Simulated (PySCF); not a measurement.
# CdCl₃⁻: structure of the singlet

The task is one start of a wider search on CdCl₃⁻: the singlet, from a trigonal pyramidal start. It is relaxed, tested by its Hessian and followed downhill if it is a saddle.

The runs use PySCF 2.14.0; PBE0, basis Cd def2-SVPD with ECP28, Cl def2-SVPD, scalar-relativistic core potentials, no spin–orbit coupling, density fitting.

### 1 The starting structure

4 atoms, charge -1, spin multiplicity 1.

Bond lengths: Cd1–Cl2 2.350 Å, Cd1–Cl3 2.350 Å, Cd1–Cl4 2.350 Å. Angles: Cl2–Cd1–Cl3 99.8°, Cl2–Cd1–Cl4 99.8°, Cl3–Cd1–Cl4 99.8°.

Coordinates in bohr (charge -1 multiplicity 1):
```
Cd    0.0000    0.0000   -0.9996
Cl    3.9210    0.0000    1.0853
Cl   -1.9605    3.3957    1.0853
Cl   -1.9605   -3.3957    1.0853
```

### 2 Relaxation: trigonal pyramidal start, singlet

The steps below are one call of a driver around PySCF. For each, scf.py gives the equivalent set-up of the SCF; relaxations use the driver's own optimiser. Before each start the driver seeks the lowest SCF state from one or more starting densities and follows internal instabilities, so scf.py alone need not reach the same state.

The program finds C3v symmetry in the start, which this walk keeps. The walk stops when the largest gradient is under 0.0003 Eh/bohr and the energy has settled too.

Input file scf.py:

```python
from pyscf import gto, scf, dft
mol = gto.M(atom='''
Cd    -0.000000    -0.000000    -0.528968
Cl     2.074908     0.000023     0.574331
Cl    -1.037473     1.796911     0.574332
Cl    -1.037434    -1.796934     0.574333''',
    basis={'Cd': 'def2-SVPD', 'Cl': 'def2-SVPD'},
    ecp={'Cd': 'def2-SVPD'},
    charge=-1, spin=0)
mf = dft.RKS(mol, xc='PBE0')
mf.grids.atom_grid = (50, 194)
aux = {'Cd': 'def2-universal-JKFIT', 'Cl': 'def2-universal-JKFIT'}
mf = mf.density_fit(auxbasis=aux)
mf.kernel()
```

After this run come: Vibrations and properties at this point.

What does the calculation give? Wanted: minimum; geometry; wavenumbers; dipole moment; highest occupied, lowest empty level; polar-tensor charge of Cd1; zero-point energy.

**Answer**, as computed:

| quantity | value |
| --- | --- |
| minimum | singlet, D3h |
| geometry | Cd–Cl 2.423 Å (×3); Cl–Cd–Cl 120.0° (×3) |
| wavenumbers (cm⁻¹) | 73 (e'), 88 (a2''), 275 (a1'), 297 (e') |
| dipole moment (centre of mass) | 0.00 D |
| highest occupied, lowest empty level | -4.21, 2.35 eV |
| polar-tensor charge of Cd1 | +1.33 e |
| zero-point energy | 6.6 kJ/mol |
| entropy at 298.15 K | 352.0 J/(mol K) |

**Reading.** From C3v at the start the molecule goes to a D3h minimum. In the infrared the band at 297 cm⁻¹ (e', stretch) leads. Only this shape and spin were tried, so other structures or states may lie lower. The soft modes, below some 90 cm⁻¹, carry numerical noise of tens of cm⁻¹, and the entropy with them.
